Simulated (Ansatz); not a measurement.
# CH₆BBrOSi: up Jacob's ladder to CCSD(T)

An exercise on one series of results from a longer session: the logs are not shown, and one member is left open.

Computed with Ansatz 0.2.0, Gaussian basis. Level: functionals in def2-TZVPP, the program's frozen cores in correlated methods.

Levels to be run: PBE-D4, r2SCAN-D4, PBE0-D4, B3LYP-D4, ωB97X-V, ωB97M-V, B2PLYP; CCSD(T)/def2-TZVPP; MP2/def2-QZVPP; extrapolation to the limit.

## Structure used throughout

An earlier PBE0-D4 in a triple-zeta def2 set relaxation fixed the geometry.

SMILES `BOC[SiH2]Br`, 11 atoms, charge 0, spin multiplicity 1.

Atoms are counted from 1 here; the program's logs count them from 0.

Bond lengths: B1–O2 1.344 Å, B1–H6 1.202 Å, B1–H7 1.195 Å, O2–C3 1.417 Å, C3–Si4 1.886 Å, C3–H8 1.096 Å, C3–H9 1.096 Å, Si4–Br5 2.219 Å, Si4–H10 1.480 Å, Si4–H11 1.483 Å. Angles: O2–B1–H6 120.1°, O2–B1–H7 116.5°, H6–B1–H7 123.4°, B1–O2–C3 121.9°, O2–C3–Si4 110.5°, O2–C3–H8 108.3°, O2–C3–H9 111.1°, Si4–C3–H8 109.0°, Si4–C3–H9 109.9°, H8–C3–H9 107.9°, C3–Si4–Br5 108.2°, C3–Si4–H10 111.3°, C3–Si4–H11 109.5°, Br5–Si4–H10 108.0°, Br5–Si4–H11 108.6°, H10–Si4–H11 111.0°.

The first run:

Contents of in.yaml:

```yaml
crystal:
  periodic: [false, false, false]
  atoms:
    - {symbol: B, position_ang: [-0.108959, 1.352076, 1.515003]}
    - {symbol: O, position_ang: [-0.298554, 1.166267, 0.197555]}
    - {symbol: C, position_ang: [-0.777804, -0.061397, -0.324217]}
    - {symbol: Si, position_ang: [0.607951, -0.992375, -1.201555]}
    - {symbol: Br, position_ang: [2.192109, -1.443767, 0.285686]}
    - {symbol: H, position_ang: [-0.410695, 0.489440, 2.295141]}
    - {symbol: H, position_ang: [0.346822, 2.406469, 1.845103]}
    - {symbol: H, position_ang: [-1.573476, 0.157864, -1.044959]}
    - {symbol: H, position_ang: [-1.204895, -0.686881, 0.468534]}
    - {symbol: H, position_ang: [1.209236, -0.172933, -2.277603]}
    - {symbol: H, position_ang: [0.083663, -2.271765, -1.738087]}
basis:
  gaussian: {orbitals: def2-TZVPP}
hamiltonian: {xc: pbe, dispersion: d4}
output: {forces: true, orbitals: {seedname: orbitals}}
```

Launch:

```
$ ansatz run in.yaml --threads 4 --pin off --events-out ev --progress --plain --max-ram 10444MiB
```

Among the steps run: PBE-D4 (GGA); r2SCAN-D4 (meta-GGA); PBE0-D4 (hybrid); B3LYP-D4 (hybrid); ωB97X-V (range-separated); ωB97M-V (range-separated); B2PLYP (double hybrid); CCSD(T) in def2-TZVPP; MP2 in def2-QZVPP.

One table of the session follows, with a row left open; its other results are not shown here.

| method | atomisation energy (kcal/mol) |
| --- | --- |
| PBE-D4 | 938.3 |
| r2SCAN-D4 | 932.0 |
| PBE0-D4 | 926.5 |
| B3LYP-D4 | 927.3 |
| ωB97X-V | 931.1 |
| ωB97M-V | ? |
| B2PLYP | 917.4 |
| HF/def2-TZVPP | 697.1 |
| MP2/def2-TZVPP | 918.8 |
| CCSD/def2-TZVPP | 891.8 |
| CCSD(T)/def2-TZVPP | 904.1 |
| MP2/CBS | 943.2 |
| CCSD(T)/CBS | 928.5 |

Estimate the missing values for ωB97M-V.

**Answer.** atomisation energy (kcal/mol): 930.3. In the column «atomisation energy (kcal/mol)» it lies between CCSD(T)/CBS (928.5) and ωB97X-V (931.1).

Limits of these values: Free atoms (1 B, 1 O, 1 C, 1 Si, 1 Br, 6 H) were run apart at each level; the atomisation energy is their sum less the molecule, without zero-point or spin-orbit terms.
